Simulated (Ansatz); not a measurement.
# AlH₅OSSi: how energies converge with the basis set

An exercise on one series of results from a longer session: the logs are not shown, and one member is left open.

Method: one geometry, several basis sets; program: Ansatz 0.2.0, Gaussian basis.

The runs, in order: PBE0-D4/def2-SVP; ωB97M-V/def2-SVP; PBE0-D4/def2-QZVPP; ωB97M-V/def2-QZVPP; the functionals' def2-TZVPP values are taken from earlier runs.

**The geometry**

The geometry comes from an earlier relaxation with PBE0-D4 in a triple-zeta def2 set; it is a stationary point, not always the lowest conformer.

SMILES `O[SiH]([AlH2])S`, 9 atoms, charge 0, spin multiplicity 1.

Atoms are counted from 1 here; the program's logs count them from 0.

Bond lengths: O1–Si2 1.648 Å, O1–H5 0.959 Å, Si2–Al3 2.399 Å, Si2–S4 2.325 Å, Si2–H6 1.485 Å, Al3–H7 1.583 Å, Al3–H8 1.588 Å, S4–H9 1.345 Å. Angles: Si2–O1–H5 116.0°, O1–Si2–Al3 129.3°, O1–Si2–S4 110.0°, O1–Si2–H6 105.2°, Al3–Si2–S4 63.7°, Al3–Si2–H6 125.5°, S4–Si2–H6 99.2°, Si2–Al3–H7 117.6°, Si2–Al3–H8 115.8°, H7–Al3–H8 125.8°, Si2–S4–H9 93.3°.

Set-up of the first run:

Input file in.yaml:

```yaml
crystal:
  periodic: [false, false, false]
  atoms:
    - {symbol: O, position_ang: [-1.475602, -1.269447, 1.021908]}
    - {symbol: Si, position_ang: [-1.055787, -0.073100, -0.030778]}
    - {symbol: Al, position_ang: [0.910027, 1.301552, -0.062358]}
    - {symbol: S, position_ang: [0.680639, -0.789901, -1.400305]}
    - {symbol: H, position_ang: [-1.019793, -1.266097, 1.865671]}
    - {symbol: H, position_ang: [-2.149394, -0.036333, -1.034929]}
    - {symbol: H, position_ang: [0.913014, 2.556392, -1.026802]}
    - {symbol: H, position_ang: [1.991033, 0.986653, 1.056951]}
    - {symbol: H, position_ang: [1.294261, -1.456218, -0.406558]}
basis:
  gaussian: {orbitals: def2-SVP}
hamiltonian: {xc: pbe0, dispersion: d4}
output: {orbitals: {seedname: orbitals}}
```

Steps of the session up to this table: PBE0-D4 in def2-SVP; ωB97M-V in def2-SVP; PBE0-D4 in def2-QZVPP; ωB97M-V in def2-QZVPP.

One of the session's tables, all rows but one given; the rest of the session is left out.

It belongs to the step «Density functionals: the series». 

| functional | basis | HOMO (eV) |
| --- | --- | --- |
| PBE0-D4 | def2-SVP | -6.85 |
| PBE0-D4 | def2-TZVPP | -6.84 |
| PBE0-D4 | def2-QZVPP | ? |
| ωB97M-V | def2-SVP | -8.78 |
| ωB97M-V | def2-TZVPP | -8.81 |
| ωB97M-V | def2-QZVPP | -8.83 |

**Question.** Estimate the row for PBE0-D4, def2-QZVPP.

As computed: HOMO (eV): -6.86. In the column «HOMO (eV)» it lies between ωB97M-V, def2-SVP (-8.78) and PBE0-D4, def2-SVP (-6.85).
